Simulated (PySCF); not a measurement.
**Arsenic: the same states on changed settings**

One table from this session's results is given with a row withheld; the runs are named, their logs left out.

Method: unrestricted determinants in a Gaussian basis, no spin-orbit coupling in the energies. Code: PySCF 2.14.0.

### Starting point

| Property | Result |
| --- | --- |
| Element | arsenic (Z = 33) |
| Basis | cc-pVTZ-DK |
| Hamiltonian | scalar relativity by spin-free X2C-1e |
| State 1 | As: [Ar] 3d10 4s2 4p3, high-spin 4S determinant |
| State 2 | As⁺: [Ar] 3d10 4s2 4p2, high-spin 3P determinant |
| Methods | UHF, M06-L, TPSS, MP2, CCSD(T) |
| Core shells frozen in the correlated runs | valence: [Ar] 3d10 (for As) |

Outer shells as boxes (Hund's rule):

As [Ar] 3d10 4s2 4p3
```
[Ar] core
3d [↑↓][↑↓][↑↓][↑↓][↑↓]
4s [↑↓]
4p [↑ ][↑ ][↑ ]
```

As+ [Ar] 3d10 4s2 4p2
```
[Ar] core
3d [↑↓][↑↓][↑↓][↑↓][↑↓]
4s [↑↓]
4p [↑ ][↑ ][  ]
```

The sound run (cc-pVTZ-DK, the spin-free X2C one-electron Hamiltonian (Gaussian nucleus), symmetry-adapted start, fine grid, valence correlation) gave:

```
species             method  energy (hartree)
     As                UHF       -2259.01435
     As              M06-L       -2260.62114
     As               TPSS       -2260.66109
     As      MP2 (valence)       -2259.08520
     As  CCSD(T) (valence)       -2259.10205
    As⁺                UHF       -2258.66841
    As⁺              M06-L       -2260.26945
    As⁺               TPSS       -2260.29709
    As⁺      MP2 (valence)       -2258.72193
    As⁺  CCSD(T) (valence)       -2258.73883
```

The runs were made by one driver on top of PySCF. The scripts below sum up each run's settings (the driver also hands on starting orbitals that pick excited configurations, and frozen orbitals as a list rather than a count), and the logs come from the driver's own runs.

The first run:

It was started by

```bash
OMP_NUM_THREADS=1 python atomrun2.py TASK.json OUT
```

File input.py:

```python
from pyscf import gto, scf, dft, mp, cc
import basis_set_exchange as bse
mol = gto.M(atom="As 0 0 0", charge=0, spin=3, symmetry="D2h",
            basis=gto.basis.parse(bse.get_basis("cc-pVTZ-DK", elements=["As"], fmt="nwchem", header=False)),
            nucmod="G")
mf = scf.UHF(mol).sfx2c1e()
mf.irrep_nelec = {'Ag': (6, 6), 'B1g': (1, 1), 'B2g': (1, 1), 'B3g': (1, 1), 'B1u': (3, 2), 'B2u': (3, 2), 'B3u': (3, 2)}
mf.init_guess = "1e"
mf.max_cycle = 50
mf.kernel()
```

Among the steps run: Changed run, As; Changed run, As⁺: the ladder of methods.

One of the session's tables, all rows but one given; the rest of the session is left out.

Ionisation energy of As:

| method | sound run (eV) |
| --- | --- |
| UHF | 9.413 |
| M06-L | 9.570 |
| TPSS | 9.905 |
| MP2 | ? |
| SCS-MP2 | 9.740 |
| CCSD | 9.853 |
| CCSD(T) | 9.884 |

**Question.** Estimate the row for MP2.

**Answer.** sound run (eV): 9.885. In the column «sound run (eV)» it lies between CCSD(T) (9.884) and TPSS (9.905).
